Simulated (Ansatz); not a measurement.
# C2H2FOSi+: functionals against CCSD(T) at one geometry

A test off equilibrium: a frame of a short trajectory is computed at several levels, and each is set against CCSD(T).

Computed with Ansatz 0.2.0, Gaussian basis. Level: single points in def2-TZVPP.

Correlated methods freeze the cores.

## 1. Starting geometry

SMILES `O[CH+]C#[Si]F`, 7 atoms, charge 1, spin multiplicity 1.

Atoms are counted from 1 here; the program's logs count them from 0.

Bond lengths: O1–C2 1.330 Å, O1–H6 0.967 Å, C2–C3 1.374 Å, C2–H7 1.139 Å, C3–Si4 1.652 Å, Si4–F5 1.615 Å. Angles: C2–O1–H6 111.4°, O1–C2–C3 124.3°, O1–C2–H7 114.6°, C3–C2–H7 121.0°, C2–C3–Si4 138.1°, C3–Si4–F5 159.0°.

As a file:

| atom | x (Å) | y (Å) | z (Å) |
| --- | --- | --- | --- |
| O1 | -0.15038 | 0.11050 | 1.56400 |
| C2 | 0.34814 | -0.62321 | 0.57351 |
| C3 | 0.21982 | -0.31535 | -0.75938 |
| Si4 | -0.45157 | 0.87571 | -1.68624 |
| F5 | -0.99157 | 1.63635 | -3.00421 |
| H6 | 0.23580 | -0.13645 | 2.41577 |
| H7 | 0.96464 | -1.51926 | 0.91195 |

## 2. PBE-D4/def2-TZVPP

File run/in.yaml:

```yaml
crystal:
  periodic: [false, false, false]
  atoms:
    - {symbol: O, position_ang: [-0.150377, 0.110504, 1.563998]}
    - {symbol: C, position_ang: [0.348137, -0.623207, 0.573510]}
    - {symbol: C, position_ang: [0.219821, -0.315349, -0.759384]}
    - {symbol: Si, position_ang: [-0.451568, 0.875714, -1.686239]}
    - {symbol: F, position_ang: [-0.991569, 1.636349, -3.004214]}
    - {symbol: H, position_ang: [0.235799, -0.136445, 2.415769]}
    - {symbol: H, position_ang: [0.964643, -1.519255, 0.911949]}
basis:
  gaussian: {orbitals: def2-TZVPP}
total_charge: 1
hamiltonian: {xc: pbe, dispersion: d4}
output: {forces: true}
```

Command:

```
$ ansatz run in.yaml --threads 4 --pin off --events-out ev --progress --plain --max-ram 6963MiB
```

## 3. r2SCAN-D4/def2-TZVPP

Changes to run/in.yaml since step 2:

```diff
@@ -13,3 +13,3 @@
 total_charge: 1
-hamiltonian: {xc: pbe, dispersion: d4}
+hamiltonian: {xc: r2scan, dispersion: d4}
 output: {forces: true}
```

## 4. PBE0-D4/def2-TZVPP

Changes to run/in.yaml since step 3:

```diff
@@ -13,3 +13,3 @@
 total_charge: 1
-hamiltonian: {xc: r2scan, dispersion: d4}
-output: {forces: true}
+hamiltonian: {xc: pbe0, dispersion: d4}
+output: {forces: true, orbitals: {seedname: orbitals}}
```

## 5. wB97M-V/def2-TZVPP

Changes to run/in.yaml since step 4:

```diff
@@ -13,3 +13,3 @@
 total_charge: 1
-hamiltonian: {xc: pbe0, dispersion: d4}
-output: {forces: true, orbitals: {seedname: orbitals}}
+hamiltonian: {xc: {name: wB97M-V}}
+output: {forces: true}
```

## 6. CCSD(T)/def2-TZVPP

Changes to run/in.yaml since step 5:

```diff
@@ -13,3 +13,3 @@
 total_charge: 1
-hamiltonian: {xc: {name: wB97M-V}}
+correlation: {method: ccsd_t}
 output: {forces: true}
```

(Steps that only read results are left out.)

Q: Predict the outcome of this session. Wanted: energy less free atoms, CCSD(T)/def2-TZVPP; RMS force component; RMS force error; HOMO and LUMO, PBE0-D4; T1 diagnostic.

**Answer**, as computed:

| quantity | value |
| --- | --- |
| energy less free atoms, CCSD(T)/def2-TZVPP | -1903.0 kJ/mol |
| RMS force component | 0.881 to 1.103 eV/Å over the methods |
| RMS force error | PBE-D4 0.326, r2SCAN-D4 0.208, PBE0-D4 0.261, wB97M-V 0.267 eV/Å |
| HOMO and LUMO, PBE0-D4 | -13.31 and -9.09 eV |
| T1 diagnostic | 0.021 |

**Reading.** Against CCSD(T) the functionals' energies less atoms differ by -238.0 to -92.7 kJ/mol, PBE-D4 by -238.0 kJ/mol. The reference is not at the basis limit: in triple zeta CCSD(T) underbinds, which counts against methods that bind more; the gaps are no ranking. The forces of r2SCAN-D4 come nearest to CCSD(T), those of PBE-D4 are farthest. The restricted Hartree–Fock reference is unstable towards an unrestricted one at one or more of these structures.
